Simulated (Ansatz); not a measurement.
A run of Ansatz 0.2.0:

Contents of input.yaml:

```yaml
crystal:
  lattice:
    - [4.99, 0.0, 0.0]
    - [0.0, 3.72, 0.0]
    - [0.0, 0.0, 7.03]
  atoms:
    - { symbol: Ni, position: [0.325, 0.75, 0.937], spin: 1.0 }
    - { symbol: Ni, position: [0.675, 0.25, 0.063], spin: 1.0 }
    - { symbol: Ni, position: [0.175, 0.25, 0.437], spin: 1.0 }
    - { symbol: Ni, position: [0.825, 0.75, 0.563], spin: 1.0 }
    - { symbol: Ni, position: [0.458, 0.75, 0.297], spin: 1.0 }
    - { symbol: Ni, position: [0.542, 0.25, 0.703], spin: 1.0 }
    - { symbol: Ni, position: [0.042, 0.25, 0.797], spin: 1.0 }
    - { symbol: Ni, position: [0.958, 0.75, 0.203], spin: 1.0 }
    - { symbol: Si, position: [0.786, 0.75, 0.886] }
    - { symbol: Si, position: [0.214, 0.25, 0.114] }
    - { symbol: Si, position: [0.714, 0.25, 0.386] }
    - { symbol: Si, position: [0.286, 0.75, 0.614] }
hamiltonian:
  xc: pbesol
  pseudopotentials: { kind: paw }
  dispersion: d3bj
magnetization:
  spin_polarized: true
kpoints:
  mp_grid: { grid: [6, 7, 4] }
scf:
  occupations: { method: fermi_dirac, width: 0.05 }
output:
  forces: true
  stress: true
  eigenvalues: true
relax:
  f_tol: 0.01
  max_steps: 40
  cell: { stress_tol: 0.05 }
```

Potentials or basis: Ansatz PAW.

Launch:

```bash
$ ansatz run input.yaml --threads 4 --pin off --max-ram 11264MiB --backend cpu --events-out ev --progress --plain --runs-dir out
```

Hardware: 4 threads of Arm Neoverse V1, on a shared host.

Task: How long does it take, and how much memory?

Result: Wall time 4.2 min on 4 threads of Arm Neoverse V1 (shared host), peak memory 1.2 GiB. Counts: scf iterations 72, plane waves 2407, k points 48, bands 101, ion steps 7.
